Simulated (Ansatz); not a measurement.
# CH3BrFSi: rigid scan of one bond length from a Python script

How does the energy of CH3BrFSi change as one bond is stretched? Wanted for CH3BrFSi: a rigid scan of one bond length. SMILES: C[Si](F)Br.

Program: the Python package of Ansatz 0.2.0. Level of theory: r2SCAN0/def2-SVP. These are calculated values, not measurements.

## 1. Starting point

Bond lengths: C1–Si2 1.794 Å, Si2–F3 1.578 Å, Si2–Br4 2.142 Å, C1–H5 1.153 Å, C1–H6 1.127 Å, C1–H7 1.102 Å. Angles: C1–Si2–F3 107.3°, C1–Si2–Br4 111.1°, F3–Si2–Br4 107.9°, Si2–C1–H5 111.6°, Si2–C1–H6 114.2°, Si2–C1–H7 115.1°, H5–C1–H6 102.9°, H5–C1–H7 105.8°, H6–C1–H7 106.3°.

No structure file is read: the coordinates are typed or built in the script.

## 2. The code

ch3brfsi_scan.py

```python
# -*- coding: utf-8 -*-
"""Stretching a bond of CH3BrFSi, the rest held rigid."""

import ansatz as az
import numpy as np

GEOMETRY = """
C     0.07470    0.76940   -0.17420
Si    0.38380   -0.99700   -0.21280
F     1.17380   -1.36350    1.10260
Br   -1.45240   -2.10030   -0.20520
H    -0.54620    1.11230   -1.08380
H    -0.55030    1.10970    0.70010
H     0.97790    1.40140   -0.17240
"""


def main():
    mol = az.Crystal.molecule()
    for line in GEOMETRY.strip().splitlines():
        symbol, *xyz = line.split()
        mol = mol.atom(symbol, [float(v) for v in xyz])

    symbols = [site.symbol for site in mol.cartesian_sites]
    start = np.array([site.position_ang for site in mol.cartesian_sites])
    axis = (start[1] - start[0]) / np.linalg.norm(start[1] - start[0])
    moving = [1, 2, 3]
    lengths, energies = [1.578, 1.65, 1.722, 1.794, 1.865, 1.937, 2.009, 2.117], []
    for length in lengths:
        xyz = start.copy()
        xyz[moving] += (length - np.linalg.norm(start[1] - start[0])) * axis
        point = az.Crystal.molecule()
        for symbol, place in zip(symbols, xyz):
            point = point.atom(symbol, place.tolist())
        calc = point.calculation().basis(gaussian="def2-SVP").functional("r2scan0").spin("collinear", total=1)
        report = calc.run(threads=1).report
        energies.append(report["free_energy_ev"])
        print(f"r = {length:6.3f} A  E = {energies[-1]:.5f} eV  <S^2> = {abs(report['mean_field']['state']['spin_squared']):.3f}")

    # quartic fit about the minimum
    fit = np.polynomial.Polynomial.fit(lengths, np.array(energies) - min(energies), 4).convert()
    roots = [r.real for r in fit.deriv().roots() if abs(r.imag) < 1e-9 and fit.deriv(2)(r.real) > 0]
    r_e = min(roots, key=lambda r: abs(r - lengths[int(np.argmin(energies))]))
    print(f"minimum of the fit at {r_e:.4f} A, force constant {fit.deriv(2)(r_e):.2f} eV/A^2")


if __name__ == "__main__":
    main()
```

## 3. The input behind the calls

The engine receives this input (first run):

```yaml
crystal:
  periodic: [false, false, false]
  atoms:
    - { symbol: C, position_ang: [0.0747, 0.7694, -0.1742] }
    - { symbol: Si, position_ang: [0.34663609522608996, -0.7846210889917998, -0.20815902062674563] }
    - { symbol: F, position_ang: [1.1366360952260899, -1.1511210889917998, 1.1072409793732545] }
    - { symbol: Br, position_ang: [-1.48956390477391, -1.8879210889917997, -0.20055902062674563] }
    - { symbol: H, position_ang: [-0.5462, 1.1123, -1.0838] }
    - { symbol: H, position_ang: [-0.5503, 1.1097, 0.7001] }
    - { symbol: H, position_ang: [0.9779, 1.4014, -0.1724] }
basis:
  gaussian:
    orbitals: def2-SVP
hamiltonian:
  xc: r2scan0
magnetization:
  spin_polarized: true
  initial_magnetization: 1.0
```

## 4. Launch

Launch:

```sh
> python ch3brfsi_scan.py
```

The log of the run:

```text
r =  1.578 A  E = -81710.08641 eV  <S^2> = 0.752
r =  1.650 A  E = -81710.70228 eV  <S^2> = 0.752
r =  1.722 A  E = -81711.06357 eV  <S^2> = 0.752
r =  1.794 A  E = -81711.23878 eV  <S^2> = 0.752
r =  1.865 A  E = -81711.27942 eV  <S^2> = 0.752
r =  1.937 A  E = -81711.22459 eV  <S^2> = 0.753
r =  2.009 A  E = -81711.10155 eV  <S^2> = 0.753
r =  2.117 A  E = -81710.83447 eV  <S^2> = 0.754
minimum of the fit at 1.8553 A, force constant 19.24 eV/A^2
```

Wall time 3 min (1 thread of Intel Xeon at 2.50GHz (Skylake/Cascade Lake), shared host); peak memory 0.39 GiB.

## 5. Inputs of later runs

The engine's inputs for some of the other runs:

Run 3, against run 1:

```diff
@@ -5,3 +5,3 @@
-    - { symbol: Si, position_ang: [0.34663609522608996, -0.7846210889917998, -0.20815902062674563] }
-    - { symbol: F, position_ang: [1.1366360952260899, -1.1511210889917998, 1.1072409793732545] }
-    - { symbol: Br, position_ang: [-1.48956390477391, -1.8879210889917997, -0.20055902062674563] }
+    - { symbol: Si, position_ang: [0.3714515563874061, -0.9264328993940932, -0.21125794266112544] }
+    - { symbol: F, position_ang: [1.1614515563874062, -1.2929328993940932, 1.1041420573388745] }
+    - { symbol: Br, position_ang: [-1.4647484436125937, -2.029732899394093, -0.20365794266112544] }
```

Run 6, against run 1:

```diff
@@ -5,3 +5,3 @@
-    - { symbol: Si, position_ang: [0.34663609522608996, -0.7846210889917998, -0.20815902062674563] }
-    - { symbol: F, position_ang: [1.1366360952260899, -1.1511210889917998, 1.1072409793732545] }
-    - { symbol: Br, position_ang: [-1.48956390477391, -1.8879210889917997, -0.20055902062674563] }
+    - { symbol: Si, position_ang: [0.4085024185379824, -1.1381658107586288, -0.21588480542078978] }
+    - { symbol: F, position_ang: [1.1985024185379825, -1.5046658107586288, 1.0995151945792103] }
+    - { symbol: Br, position_ang: [-1.4276975814620174, -2.2414658107586285, -0.20828480542078978] }
```

Run 8, against run 1:

```diff
@@ -5,3 +5,3 @@
-    - { symbol: Si, position_ang: [0.34663609522608996, -0.7846210889917998, -0.20815902062674563] }
-    - { symbol: F, position_ang: [1.1366360952260899, -1.1511210889917998, 1.1072409793732545] }
-    - { symbol: Br, position_ang: [-1.48956390477391, -1.8879210889917997, -0.20055902062674563] }
+    - { symbol: Si, position_ang: [0.43952174498962765, -1.3154305737614957, -0.21975845796376456] }
+    - { symbol: F, position_ang: [1.2295217449896276, -1.6819305737614956, 1.0956415420362355] }
+    - { symbol: Br, position_ang: [-1.3966782550103722, -2.4187305737614953, -0.21215845796376456] }
```

Lines on the test bed's own set-up are left out of the output.

A comment line of the script is reworded here; the code is as run.

## 6. Run by run

One row for each of the 8 runs:

```
run  distance (Å)  energy from run 5 (eV)  <S²>  SCF cycles  CPU time (s)
  1          1.58                  1.1930  0.75          18            19
  2          1.65                  0.5771  0.75          17            17
  3          1.72                  0.2159  0.75          17            18
  4          1.79                  0.0406  0.75          17            18
  5          1.86                  0.0000  0.75          18            18
  6          1.94                  0.0548  0.75          18            19
  7          2.01                  0.1779  0.75          20            19
  8          2.12                  0.4449  0.75          21            19
```

## 7. What came out

```
                        quantity     value
bond length at the fit's minimum  1.8553 Å
                   runs compared         8
                 range of energy  1.193 eV
      lowest point, distance (Å)      1.86
```

The curve has its lowest point inside the range, at 1.86. The ends stand 1.19 and 0.445 eV above it. The distance scanned is the script's pair 0, 1. The rest of the molecule is held rigid at a force-field or estimated start geometry, and the basis set is modest; single-reference methods fail as a bond breaks. The species is open-shell (spin multiplicity 2).
